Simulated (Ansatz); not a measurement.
Ca3TlN, space group Pm-3m: a convergence test of the plane-wave cutoff, run with Ansatz's Python interface.

Input file `ca3tln.extxyz`:
```text
5
Lattice="4.953824 0.0 0.0 0.0 4.953824 0.0 0.0 0.0 4.953824" Properties=species:S:1:pos:R:3 pbc="T T T"
Ca    2.47691200    2.47691200    0.00000000
Ca    2.47691200    0.00000000    2.47691200
Ca    0.00000000    2.47691200    2.47691200
Tl    0.00000000    0.00000000    0.00000000
N     2.47691200    2.47691200    2.47691200
```

The script, `ca3tln_ecut.py`:
```python
import warnings

import ansatz as az
from tabulate import tabulate


def main() -> None:
    warnings.simplefilter("ignore", az.DeckWarning)

    xtal = az.Crystal.from_extxyz("ca3tln.extxyz")

    calc = (
        xtal.calculation()
        .pseudopotentials("paw", azcp={"folder": "soft_1"})
        .functional("LDA")
        .kpoints(density=3.8)
        .occupations("fermi_dirac", width=0.05)
        .stress()
    )

    rows = []
    for value in [250, 325, 400, 475]:
        rep = calc.basis(value).run(threads=1, pin="off").report
        rows.append((value, rep["free_energy_ev"] / len(rep["lattice"]["sites"]), rep["n_iterations"], sum(rep["stress_gpa"][i][i] for i in range(3)) / 3, rep["n_pw"]))

    print(tabulate(rows, headers=["cutoff (eV)", "F/atom (eV)", "iterations", "P (GPa)", "plane waves"], floatfmt=".4f", tablefmt="plain"))

    for row in rows[:-1]:
        shift = 1000 * (row[1] - rows[-1][1])
        print(f"{row[0]}: {shift:+.2f} meV/atom" + ("  (within 5 meV)" if abs(shift) < 5 else ""))


if __name__ == "__main__":
    main()
```

From which cutoff on is the energy per atom within 5 meV of the last row, and how does it get there?

From 400 eV on it stays within 5 meV an atom of the value at 475 eV; the first row (250 eV) is off by 301.6 meV and the last but one by 1.89 meV. The energy falls steadily, as expected when plane waves are added. The pressure moves from -3.74 to -4.38 GPa (the program's stress holds a Pulay correction, so it settles early).

What the script printed:

Running `python ca3tln_ecut.py` prints:
```text
  cutoff (eV)    F/atom (eV)    iterations    P (GPa)    plane waves
          250     -3368.4270             9    -3.7392           1045
          325     -3368.7040             9    -4.4368           1647
          400     -3368.7267             9    -4.3854           2205
          475     -3368.7286             9    -4.3828           2897
250: +301.59 meV/atom
325: +24.57 meV/atom
400: +1.89 meV/atom  (within 5 meV)
```

For a metal this k-point mesh is coarse: on a finer one energies can move by several to tens of meV an atom and pressures by half a GPa or more, differences at one mesh by less. The PAW files read here were made with PBE, not with each functional that runs on them. Pressure is positive in compression. Spin-orbit coupling, which matters for elements this heavy, is left out. This cell is a computed structure, which may not be the phase found in nature. Shifts are counted from the last row, which is itself no proven limit. The script silences the warnings on its input, which a real study should read. By the engine's processor time: 6.2 s on 1 thread of Intel(R) Xeon(R) Processor @ 2.30GHz (shared host), peak memory 0.56 GiB.
